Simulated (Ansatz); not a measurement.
ScTaN:

```
Ta Sc N
1.0
     3.08507    0.00000    0.00000
    -1.54253    2.67175    0.00000
     0.00000    0.00000   10.34014
Ta Sc N
2 2 2
Direct
  0.33333 0.66667 0.24563
  0.66667 0.33333 0.75437
  0.00000 0.00000 0.00000
  0.00000 0.00000 0.50000
  0.33333 0.66667 0.62984
  0.66667 0.33333 0.37016
```

The cell comes from a database or a generator and needn't be the stable form of this composition.

Base run:

| Quantity | Value |
| --- | --- |
| Program | Ansatz 0.2.0 |
| Functional | r2SCAN |
| Potentials or basis | Ansatz PAW |
| Cutoff | 500 eV (not typed: the program's choice for these potentials) |
| k mesh | 10 × 10 × 3 |
| Occupations | fermi-dirac, width 0.05 eV |
| Spin | no spin polarisation |
| Hubbard terms | Sc d U = 5 eV, Ta d U = 5 eV |

Its results: band gap on the k mesh none (metal or under the smearing width); pressure 7.9 GPa; largest force 0.457 eV/Å.

Question: The run is repeated on the same cell with these changes: hubbard terms from Sc d U = 5 eV, Ta d U = 5 eV to Sc d U = 3 eV, Ta d U = 3 eV. What comes out?

Answer: Band gap on the k mesh none (metal or under the smearing width); pressure 2.4 GPa; largest force 0.341 eV/Å.

Caveats: spin-orbit coupling is left out, which moves the levels of the heavy elements; U without spin polarisation on a metal has little footing; the PAW data sets come from PBE, with cores solved anew for the run's functional, which leaves a small shift of forces and pressure.
